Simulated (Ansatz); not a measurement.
# ClFH4MoO4: the cost of one run

Method: RKS PBE-D4/def2-SVP; program: Ansatz 0.2.0, Gaussian basis.

Levels to be run: relaxation at PBE-D4/def2-SVP; relaxation at PBE0-D4/def2-TZVP; harmonic vibrations at the same level.

1 further run of the same task is left out (set aside as unsound or not needed).

## Step 1: Starting geometry

11 atoms, charge 0, spin multiplicity 1.

Atoms are counted from 1 here; the program's logs count them from 0.

Bond lengths: O1–Mo2 2.037 Å, O1–H8 0.940 Å, Mo2–O3 1.996 Å, Mo2–O4 1.991 Å, Mo2–O5 2.020 Å, Mo2–F6 1.978 Å, Mo2–Cl7 2.410 Å, O3–H9 0.986 Å, O4–H10 1.029 Å, O5–H11 1.006 Å. Angles: Mo2–O1–H8 105.1°, O1–Mo2–O3 88.9°, O1–Mo2–O4 92.2°, O1–Mo2–O5 178.1°, O1–Mo2–F6 91.4°, O1–Mo2–Cl7 89.7°, O3–Mo2–O4 178.4°, O3–Mo2–O5 90.2°, O3–Mo2–F6 89.1°, O3–Mo2–Cl7 90.7°, O4–Mo2–O5 88.6°, O4–Mo2–F6 91.9°, O4–Mo2–Cl7 88.3°, O5–Mo2–F6 90.3°, O5–Mo2–Cl7 88.6°, F6–Mo2–Cl7 178.9°, Mo2–O3–H9 109.2°, Mo2–O4–H10 104.3° and more.

The start is a force-field geometry with small random shifts, so a cheaper pass at PBE-D4/def2-SVP comes first. Mo takes the def2 core potential; no spin-orbit term is included.

## Step 2: Optimising with PBE-D4/def2-SVP (cheap first pass)

File in.yaml:

```yaml
crystal:
  periodic: [false, false, false]
  atoms:
    - {symbol: O, position_ang: [-0.904700, -1.829000, 0.047200]}
    - {symbol: Mo, position_ang: [-0.030400, 0.010100, 0.001400]}
    - {symbol: O, position_ang: [0.891300, -0.426300, 1.717700]}
    - {symbol: O, position_ang: [-0.903500, 0.468500, -1.727800]}
    - {symbol: O, position_ang: [0.897100, 1.803700, -0.049700]}
    - {symbol: F, position_ang: [-1.519200, 0.797600, 1.038000]}
    - {symbol: Cl, position_ang: [1.808800, -0.910300, -1.255600]}
    - {symbol: H, position_ang: [-0.192200, -2.437400, 0.121200]}
    - {symbol: H, position_ang: [1.375400, -1.280000, 1.617700]}
    - {symbol: H, position_ang: [-1.511300, 1.267500, -1.501500]}
    - {symbol: H, position_ang: [0.154000, 2.478600, 0.012000]}
basis:
  gaussian: {orbitals: def2-SVP}
hamiltonian: {xc: pbe, dispersion: d4}
relax: {f_tol: 0.03, max_steps: 200}
```

On the command line:

```
$ ansatz run in.yaml --threads 2 --pin off --events-out ev --progress --plain --max-ram 32768MiB --backend cpu
```

**Question.** How long does this run take on 2 threads of AMD EPYC 7R13, shared host, and how much memory does it need?

About 2 min, with a peak of 0.25 GiB.
